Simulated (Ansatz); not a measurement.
# C2H5FSi (SMILES F/C=C/[SiH3]): B2PLYP/cc-pVDZ

Aim: the vertical ionisation energy of C2H5FSi at B2PLYP/cc-pVDZ, from 2 runs. 

Program for the calculation: Ansatz 0.2.0.

91 further runs of the same task are left out: 91 set aside as unsound or not needed.

## Step 1: The system as given

C2H5FSi: 9 atoms, total charge 0, spin state singlet. As SMILES, `F/C=C/[SiH3]`. The shape is that of a PBE0-D4/def2-TZVP optimisation.

Bond lengths: F1–C2 1.336 Å, C2–C3 1.322 Å, C3–Si4 1.852 Å, C2–H5 1.086 Å, C3–H6 1.087 Å, Si4–H7 1.487 Å, Si4–H8 1.487 Å, Si4–H9 1.487 Å. Some angles: F1–C2–C3 122.8°, C2–C3–Si4 121.1°, F1–C2–H5 111.4°, C3–C2–H5 125.9°, C2–C3–H6 117.6°, Si4–C3–H6 121.3°, C3–Si4–H7 110.8°, C3–Si4–H8 110.8°, C3–Si4–H9 108.6°, H7–Si4–H8 107.9°.

## Step 2: A single-point energy at B2PLYP/cc-pVDZ

File run.yaml:

```yaml
crystal:
  periodic: [false, false, false]
  atoms:
    - {symbol: F, position_ang: [-1.259900, 2.360900, 0.506400]}
    - {symbol: C, position_ang: [-0.578300, 1.355000, -0.048000]}
    - {symbol: C, position_ang: [-0.336700, 0.219900, 0.584900]}
    - {symbol: Si, position_ang: [0.614100, -1.145000, -0.228900]}
    - {symbol: H, position_ang: [-0.264200, 1.599600, -1.058100]}
    - {symbol: H, position_ang: [-0.716100, 0.118100, 1.598600]}
    - {symbol: H, position_ang: [1.843700, -1.465600, 0.542800]}
    - {symbol: H, position_ang: [-0.206700, -2.381600, -0.316300]}
    - {symbol: H, position_ang: [0.992500, -0.707600, -1.598500]}
basis:
  gaussian:
    orbitals: cc-pVDZ
correlation:
  frozen_orbitals: {C: 1, F: 1, H: 0, Si: 5}
hamiltonian:
  xc: {name: B2PLYP}
accuracy: high
output:
  orbitals: {seedname: orbitals}
```

Command:

```console
ansatz run run.yaml --threads 1 --pin off --max-ram 3480MiB --events-out events.jsonl --progress --plain --runs-dir runs
```

Standard output:

```text
Warning: RAYON_NUM_THREADS=1 ignored (pool sized by the plan → 1); use --threads N
Functional definition: B2PLYP
  name "B2PLYP"
  parameter a = 0.53
  parameter c = 0.27
  exchange = (1 - a)*b88_x + a*exact_x
  correlation = (1 - c)*lyp_c + c*(mp2_os + mp2_ss)
1988 factors; integrals over basis functions are off by at most 3.8e-9 eV
mean field evaluation 1: about -12733.6169 eV, gradient 3.1e1 eV
mean field evaluation 2: about -12734.0228 eV, gradient 3.1e1 eV
mean field evaluation 4: about -12736.1473 eV, gradient 3.9e0 eV
mean field evaluation 8: about -12736.1938 eV, gradient 2.3e-1 eV
mean field evaluation 16: about -12736.1940 eV, gradient 3.9e-5 eV
mean field -12736.19396019 eV, -468.0464951345 hartree, gradient 6.9e-8 eV, S^2 0.000000; 0 other end points of the search recorded, 0 dependent functions left out
8 core orbitals not correlated: weight in the atoms' cores, before any rotation towards them, 1.000 or more for the frozen orbitals, at most 0.000 for the correlated occupied ones
reference -12736.19398517 eV, -468.0464960528 hartree; 12, 12 occupied and 65, 65 virtual orbitals, 1988 factors
second order -18.36437256 eV of doubles, -0.00000000 eV of singles
Total energy: -12741.15236577 eV, -468.2287131787 hartree
```

Wall time 11 s (1 thread of Arm Neoverse V2, shared host); peak memory 0.27 GiB.

## Step 3: The doublet cation at the same level

File job.yaml:

```yaml
crystal:
  periodic: [false, false, false]
  atoms:
    - symbol: F
      position_ang: [-1.259900, 2.360900, 0.506400]
    - symbol: C
      position_ang: [-0.578300, 1.355000, -0.048000]
    - symbol: C
      position_ang: [-0.336700, 0.219900, 0.584900]
    - symbol: Si
      position_ang: [0.614100, -1.145000, -0.228900]
    - symbol: H
      position_ang: [-0.264200, 1.599600, -1.058100]
    - symbol: H
      position_ang: [-0.716100, 0.118100, 1.598600]
    - symbol: H
      position_ang: [1.843700, -1.465600, 0.542800]
    - symbol: H
      position_ang: [-0.206700, -2.381600, -0.316300]
    - symbol: H
      position_ang: [0.992500, -0.707600, -1.598500]
basis:
  gaussian: {orbitals: cc-pVDZ}
total_charge: 1
magnetization: {spin_polarized: true, initial_magnetization: 1}
hamiltonian: {xc: {name: B2PLYP}}
correlation: {frozen_orbitals: {C: 1, F: 1, H: 0, Si: 5}}
accuracy: high
output: {orbitals: {seedname: orbitals}}
```

Command:

```console
ansatz run job.yaml --threads 1 --pin off --max-ram 3480MiB --events-out events.jsonl --progress --plain --runs-dir runs
```

Standard output (excerpt; [...] marks lines left out):

```text
Warning: RAYON_NUM_THREADS=1 ignored (pool sized by the plan → 1); use --threads N
[... 2 set-up lines as earlier in the session ...]
[...]
1987 factors; integrals over basis functions are off by at most 3.8e-9 eV
[...]
mean field -12726.49659662 eV, -467.6901235966 hartree, gradient 3.3e-8 eV, S^2 0.754950; 1 other end points of the search recorded, 0 dependent functions left out
8 core orbitals not correlated: weight in the atoms' cores, before any rotation towards them, 1.000 or more for the frozen orbitals, at most 0.000 for the correlated occupied ones
reference -12726.49662162 eV, -467.6901245154 hartree; 12, 11 occupied and 65, 66 virtual orbitals, 1987 factors
second order -17.29929558 eV of doubles, -0.00000000 eV of singles
Total energy: -12731.16743143 eV, -467.8617736098 hartree
```

Wall time 18 s (1 thread of Arm Neoverse V2, shared host); peak memory 0.53 GiB.

## Step 4: Results

At B2PLYP/cc-pVDZ, 8 core orbitals frozen:

```
                                                                quantity          value
                                           singlet C2H5FSi: total energy  -468.22871 Eh
                      singlet C2H5FSi: HOMO energy (SCF part's orbitals)       -8.69 eV
                      singlet C2H5FSi: LUMO energy (SCF part's orbitals)        1.49 eV
                    singlet C2H5FSi: HOMO–LUMO gap (SCF part's orbitals)       10.18 eV
                                            doublet cation: total energy  -467.86177 Eh
doublet cation: HOMO energy (SCF part's orbitals) (highest over α and β)      -16.13 eV
 doublet cation: LUMO energy (SCF part's orbitals) (lowest over α and β)      -10.73 eV
                                                    doublet cation: ⟨S²⟩          0.755
                      vertical ionisation energy (to the doublet cation)       9.985 eV
```

The vertical ionisation energy comes to 9.98 eV (963 kJ/mol). −ε(HOMO) before ionisation, 8.69 eV, is 1.30 eV below this ionisation energy.
